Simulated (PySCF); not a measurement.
# One shape, several levels: C3H10Si (trimethylsilane)

Wanted: a comparison of 5 runs (BHLYP/cc-pVDZ, M06-L/cc-pVDZ, PBE/cc-pVDZ, revPBE/cc-pVDZ, CCSD(T)/cc-pVDZ) of C3H10Si (trimethylsilane). The job is set up through a Python script.

Program for the calculation: PySCF 2.14.0.

**1. The molecule**

The species is C3H10Si (14 atoms), meant as a singlet with charge 0. SMILES: `C[SiH](C)C`. The coordinates come from a PBE0-D4/def2-TZVP relaxation.

Bond lengths: C1–Si2 1.874 Å, Si2–C3 1.874 Å, Si2–C4 1.874 Å, C1–H5 1.093 Å, C1–H6 1.093 Å, C1–H7 1.094 Å, Si2–H8 1.494 Å, C3–H9 1.094 Å, C3–H10 1.093 Å, C3–H11 1.093 Å, C4–H12 1.093 Å, C4–H13 1.094 Å, C4–H14 1.093 Å. Some angles: C1–Si2–C3 110.3°, C1–Si2–C4 110.3°, C3–Si2–C4 110.3°, C1–Si2–H8 108.6°, C3–Si2–H8 108.6°, C4–Si2–H8 108.6°, Si2–C1–H5 111.2°, Si2–C1–H6 111.1°, Si2–C1–H7 110.9°, Si2–C3–H9 110.9°.

**2. The energy at BHLYP/cc-pVDZ (run 1)**

Contents of job.py:

```python
from pyscf import gto, dft

mol = gto.Mole()
mol.atom = [
    ('C', (-0.956800, 1.082600, -1.038400)),
    ('Si', (-0.338800, -0.014600, 0.348900)),
    ('C', (1.239400, 0.684100, 1.077800)),
    ('C', (-0.051300, -1.756700, -0.277600)),
    ('H', (-1.888100, 0.697200, -1.460900)),
    ('H', (-1.145900, 2.098700, -0.683100)),
    ('H', (-0.221600, 1.141300, -1.845900)),
    ('H', (-1.379500, -0.059300, 1.420400)),
    ('H', (2.029000, 0.733500, 0.322800)),
    ('H', (1.601800, 0.063500, 1.901200)),
    ('H', (1.081800, 1.694100, 1.464300)),
    ('H', (-0.968800, -2.184000, -0.689800)),
    ('H', (0.706900, -1.767300, -1.065700)),
    ('H', (0.291900, -2.413100, 0.526000)),
]
mol.max_memory = 1860
mol.spin = 0
mol.verbose = 3
mol.basis = 'cc-pvdz'
mol.charge = 0
mol.build()

myscf = dft.RKS(mol, xc='bhandhlyp')
myscf.conv_tol = 1e-10
myscf.grids.level = 5
myscf.kernel()
if not myscf.converged:
    myscf = myscf.newton().run(myscf.mo_coeff, myscf.mo_occ)

etot = myscf.e_tot
print('Final energy', etot)
```

Command:

```bash
$ OMP_NUM_THREADS=1 python job.py
```

Output:

```text
converged SCF energy = -409.770959899512
Final energy -409.77095989951226
```

It took 43 s on 1 thread of Intel Xeon at 2.70GHz, shared host; peak memory 0.59 GiB.

**3. The energy at M06-L/cc-pVDZ (run 2)**

Contents of input.py:

```python
from pyscf import gto, dft

mol = gto.Mole()
mol.atom = [
    ('C', (-0.956800, 1.082600, -1.038400)),
    ('Si', (-0.338800, -0.014600, 0.348900)),
    ('C', (1.239400, 0.684100, 1.077800)),
    ('C', (-0.051300, -1.756700, -0.277600)),
    ('H', (-1.888100, 0.697200, -1.460900)),
    ('H', (-1.145900, 2.098700, -0.683100)),
    ('H', (-0.221600, 1.141300, -1.845900)),
    ('H', (-1.379500, -0.059300, 1.420400)),
    ('H', (2.029000, 0.733500, 0.322800)),
    ('H', (1.601800, 0.063500, 1.901200)),
    ('H', (1.081800, 1.694100, 1.464300)),
    ('H', (-0.968800, -2.184000, -0.689800)),
    ('H', (0.706900, -1.767300, -1.065700)),
    ('H', (0.291900, -2.413100, 0.526000)),
]
mol.verbose = 3
mol.basis = 'cc-pvdz'
mol.spin = 0
mol.max_memory = 1860
mol.build()

mf = dft.RKS(mol, xc='m06-l')
mf.conv_tol = 1e-10
mf.grids.level = 5
mf.kernel()
if not mf.converged:
    mf = mf.newton().run(mf.mo_coeff, mf.mo_occ)

energy = mf.e_tot
print(f'total energy: {energy:.8f} hartree')
```

Command:

```bash
$ OMP_NUM_THREADS=1 python input.py
```

Output:

```text
converged SCF energy = -409.836075568213
total energy: -409.83607557 hartree
```

It took 72 s on 1 thread of Intel Xeon at 2.70GHz, shared host; peak memory 0.65 GiB.

Run 3 isn't shown in full; the table further down has it.

**4. The energy at revPBE/cc-pVDZ (run 4)**

Contents of job.py:

```python
from pyscf import gto, dft

mol = gto.M(
    atom='''
C     -1.808090     2.045818    -1.962292
Si    -0.640239    -0.027590     0.659325
C      2.342127     1.292762     2.036747
C     -0.096943    -3.319682    -0.524588
H     -3.567992     1.317517    -2.760701
H     -2.165437     3.965968    -1.290872
H     -0.418763     2.156744    -3.488245
H     -2.606877    -0.112061     2.684167
H      3.834254     1.386114     0.610004
H      3.026963     0.119998     3.592747
H      2.044306     3.201385     2.767126
H     -1.830767    -4.127162    -1.303533
H      1.335847    -3.339713    -2.013881
H      0.551611    -4.560098     0.993996
''',
    verbose=3,
    max_memory=1860,
    basis='cc-pvdz',
    unit='bohr',
)

myscf = dft.RKS(mol)
myscf.xc = 'revpbe'
myscf.grids.level = 5
myscf.conv_tol = 1e-10
myscf.kernel()
if not myscf.converged:
    myscf = myscf.newton().run(myscf.mo_coeff, myscf.mo_occ)

etot = myscf.e_tot
print('Final energy', etot)
```

Command:

```bash
$ OMP_NUM_THREADS=1 python job.py
```

Output:

```text
converged SCF energy = -409.748770879311
Final energy -409.74877087931105
```

Wall time 37 s (1 thread of Intel Xeon at 2.70GHz, shared host); peak memory 0.59 GiB.

**5. The energy at CCSD(T)/cc-pVDZ (run 5)**

Contents of start.xyz:

```xyz
14

C     -0.956800     1.082600    -1.038400
Si    -0.338800    -0.014600     0.348900
C      1.239400     0.684100     1.077800
C     -0.051300    -1.756700    -0.277600
H     -1.888100     0.697200    -1.460900
H     -1.145900     2.098700    -0.683100
H     -0.221600     1.141300    -1.845900
H     -1.379500    -0.059300     1.420400
H      2.029000     0.733500     0.322800
H      1.601800     0.063500     1.901200
H      1.081800     1.694100     1.464300
H     -0.968800    -2.184000    -0.689800
H      0.706900    -1.767300    -1.065700
H      0.291900    -2.413100     0.526000
```

Contents of run.py:

```python
# C[SiH](C)C
from pyscf import gto, cc

mol = gto.Mole()
mol.atom = 'start.xyz'
mol.max_memory = 1860
mol.basis = 'cc-pvdz'
mol.verbose = 3
mol.build()

myscf = mol.RHF()
myscf.conv_tol = 1e-10
myscf.kernel()
if not myscf.converged:
    myscf = myscf.newton().run(myscf.mo_coeff, myscf.mo_occ)

mycc = cc.CCSD(myscf, frozen=8)
mycc.kernel()
e_t = mycc.ccsd_t()
e_tot = mycc.e_tot + e_t
print('Final energy', e_tot)
```

Command:

```bash
$ OMP_NUM_THREADS=1 python run.py
```

Output:

```text
converged SCF energy = -408.387823385547
E(CCSD) = -409.0006827236564  E_corr = -0.6128593381093862
CCSD(T) correction = -0.0164457747184905
Final energy -409.01712849837486
```

Run time: 80 s. Hardware: 1 thread of Intel Xeon at 2.70GHz, shared host; peak memory 0.85 GiB.

**6. All runs side by side**

| run | level | integration grid | frozen core orbitals | energy (Eh) | dipole moment (D) of the reference | HOMO energy (eV) | LUMO energy (eV) | wall time |
| --- | --- | --- | --- | --- | --- | --- | --- | --- |
| 1 | BHLYP/cc-pVDZ | 5 | – | -409.770960 | 0.59 | -9.68 | 2.45 | 43 s |
| 2 | M06-L/cc-pVDZ | 5 | – | -409.836076 | 0.60 | -7.34 | 1.91 | 72 s |
| 3 | PBE/cc-pVDZ | 5 | – | -409.512094 | 0.65 | -7.10 | 0.94 | 39 s |
| 4 | revPBE/cc-pVDZ | 5 | – | -409.748771 | 0.65 | -7.07 | 1.04 | 37 s |
| 5 | CCSD(T)/cc-pVDZ | – | 8 | -409.017128 | 0.57 | -11.66 | 4.62 | 80 s |

**7. What came out**

```
                                          quantity          value
                               run 5: total energy  -409.01713 Eh
       run 5: dipole moment (Hartree–Fock density)         0.57 D
        run 5: HOMO energy (Hartree–Fock orbitals)      -11.66 eV
        run 5: LUMO energy (Hartree–Fock orbitals)        4.62 eV
      run 5: HOMO–LUMO gap (Hartree–Fock orbitals)       16.28 eV
run 5: correlation energy (8 core orbitals frozen)     -629.3 mEh
                             run 5: (T) correction     -16.45 mEh
                              run 5: T1 diagnostic          0.008
```

What this shows: Over runs 1, 2, 3, 4 the dipole moment (its size) runs from 0.59 D (BHLYP/cc-pVDZ) to 0.65 D (PBE/cc-pVDZ). Over runs 1, 2, 3, 4 the HOMO–LUMO gap runs from 8.04 eV (PBE/cc-pVDZ) to 12.13 eV (BHLYP/cc-pVDZ). Totals of different functionals can't be ranked against each other. All runs together took 4.5 min, the longest 80 s.
